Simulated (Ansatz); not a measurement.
# In2Bi2Sb: the cost of one run

Computed with Ansatz 0.2.0 (DFT PBE, scalar-relativistic, plane waves, PAW, unless a step's input says otherwise).

1 further run of the same task is left out (it didn't finish).

**1. The system as given**

It takes space group I4/mmm (No. 139, tetragonal). Conventional cell: a = 4.687 Å, b = 4.687 Å, c = 12.297 Å, α = 90.00°, β = 90.00°, γ = 90.00°. In (site symmetry -4m2) is surrounded by 4 Bi at 2.80 Å. Sb (site symmetry 4/mmm) has 8 Bi at 3.66 Å and 8 In at 3.87 Å as nearest neighbours. Bi (site symmetry 4mm) has 4 In at 2.80 Å and 1 Bi at 3.10 Å as nearest neighbours.

Coordinates:

```xyz
5
Lattice="-2.3433 2.3433 6.1484 2.3433 -2.3433 6.1484 2.3433 2.3433 -6.1484" Properties=species:S:1:pos:R:3 pbc="T T T"
In    2.3433    0.0000    3.0742
In    0.0000    2.3433    3.0742
Sb    0.0000    0.0000    0.0000
Bi    0.0000    0.0000    7.6978
Bi    0.0000    0.0000    4.5990
```

(A quick probe on a coarse mesh, which set the mesh and smearing, is not shown.)

**3. Coarse relaxation**

File input.yaml:

```yaml
crystal:
  lattice:
    - [-2.3433388182, 2.3433388182, 6.148364226]
    - [2.3433388182, -2.3433388182, 6.148364226]
    - [2.3433388182, 2.3433388182, -6.148364226]
  atoms:
    - { symbol: In, position: [0.25, 0.75, 0.5] }
    - { symbol: In, position: [0.75, 0.25, 0.5] }
    - { symbol: Sb, position: [0.0, 0.0, 0.0] }
    - { symbol: Bi, position: [0.626, 0.626, 0.0] }
    - { symbol: Bi, position: [0.374, 0.374, 0.0] }
basis:
  ecutwfc: 420
kpoints:
  mp_grid: { grid: [6, 6, 6] }
hamiltonian:
  xc: pbe
scf:
  occupations: { method: gaussian, width: 0.1 }
  lower_state_search: "off"
output:
  forces: true
  stress: true
  eigenvalues: true
relax:
  adjacent_minimum: "off"
  f_tol: 0.04
  max_steps: 70
  cell: { stress_tol: 0.4 }
```

Command:

```sh
$ ansatz run input.yaml --threads 1 --pin off --max-ram 2560MiB --backend cpu --events-out ev --progress --plain --runs-dir out
```

Q: Estimate wall time and peak memory on 1 thread of Arm Neoverse V1, shared host.

About 3 min, with a peak of 0.51 GiB.
